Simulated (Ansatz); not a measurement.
# CH₆SeSi₂: up Jacob's ladder to CCSD(T)

An exercise on one series of results from a longer session: the logs are not shown, and one member is left open.

Method: functionals in def2-TZVPP, the program's frozen cores in correlated methods; program: Ansatz 0.2.0, Gaussian basis.

The runs, in order: PBE-D4, r2SCAN-D4, PBE0-D4, B3LYP-D4, ωB97X-V, ωB97M-V, B2PLYP; CCSD(T)/def2-TZVPP; MP2/def2-QZVPP; extrapolation to the limit.

**The relaxed structure**

The geometry comes from an earlier relaxation with PBE0-D4 in a triple-zeta def2 set; it is a stationary point, not always the lowest conformer.

SMILES `[SiH3][SiH]1C[Se]1`, 10 atoms, charge 0, spin multiplicity 1.

Atoms are counted from 1 here; the program's logs count them from 0.

Bond lengths: Si1–Si2 2.326 Å, Si1–H5 1.486 Å, Si1–H6 1.485 Å, Si1–H7 1.488 Å, Si2–C3 1.848 Å, Si2–Se4 2.239 Å, Si2–H8 1.484 Å, C3–Se4 2.009 Å, C3–H9 1.085 Å, C3–H10 1.085 Å. Angles: Si2–Si1–H5 109.9°, Si2–Si1–H6 107.5°, Si2–Si1–H7 111.2°, H5–Si1–H6 109.8°, H5–Si1–H7 108.8°, H6–Si1–H7 109.6°, Si1–Si2–C3 118.4°, Si1–Si2–Se4 116.0°, Si1–Si2–H8 117.7°, C3–Si2–Se4 57.9°, C3–Si2–H8 116.4°, Se4–Si2–H8 116.9°, Si2–C3–Se4 70.8°, Si2–C3–H9 120.1°, Si2–C3–H10 119.4°, Se4–C3–H9 112.2°, Se4–C3–H10 112.2°, H9–C3–H10 113.9° and more.

Set-up of the first run:

in.yaml reads:

```yaml
crystal:
  periodic: [false, false, false]
  atoms:
    - {symbol: Si, position_ang: [-1.132662, 1.370186, 0.276083]}
    - {symbol: Si, position_ang: [0.199355, -0.217581, -0.778889]}
    - {symbol: C, position_ang: [1.305495, -1.268517, 0.263803]}
    - {symbol: Se, position_ang: [-0.276324, -2.357833, -0.325284]}
    - {symbol: H, position_ang: [-2.457104, 1.446207, -0.393174]}
    - {symbol: H, position_ang: [-1.305669, 0.942472, 1.687775]}
    - {symbol: H, position_ang: [-0.497914, 2.715956, 0.236369]}
    - {symbol: H, position_ang: [0.680361, 0.087546, -2.149253]}
    - {symbol: H, position_ang: [1.331514, -1.130875, 1.339442]}
    - {symbol: H, position_ang: [2.236046, -1.638761, -0.153873]}
basis:
  gaussian: {orbitals: def2-TZVPP}
hamiltonian: {xc: pbe, dispersion: d4}
output: {forces: true, orbitals: {seedname: orbitals}}
```

Started as:

```console
> ansatz run in.yaml --threads 4 --pin off --events-out ev --progress --plain --max-ram 10444MiB
```

Steps of the session up to this table: PBE-D4 (GGA); r2SCAN-D4 (meta-GGA); PBE0-D4 (hybrid); B3LYP-D4 (hybrid); ωB97X-V (range-separated); ωB97M-V (range-separated); B2PLYP (double hybrid); CCSD(T) in def2-TZVPP; MP2 in def2-QZVPP.

One table of the session follows, with a row left open; its other results are not shown here.

```
            method  atomisation energy (eV)
            PBE-D4                   33.000
         r2SCAN-D4                   32.934
           PBE0-D4                   32.723
          B3LYP-D4                   32.667
           ωB97X-V                   33.028
           ωB97M-V                   32.714
            B2PLYP                   32.240
     HF/def2-TZVPP                   23.984
    MP2/def2-TZVPP                   32.059
   CCSD/def2-TZVPP                   31.445
CCSD(T)/def2-TZVPP                        ?
           MP2/CBS                   33.006
       CCSD(T)/CBS                   32.884
```

Q: Estimate the row for CCSD(T)/def2-TZVPP from the others.

**Answer.** atomisation energy (eV): 31.937. In the column «atomisation energy (eV)» it lies between CCSD/def2-TZVPP (31.445) and MP2/def2-TZVPP (32.059).
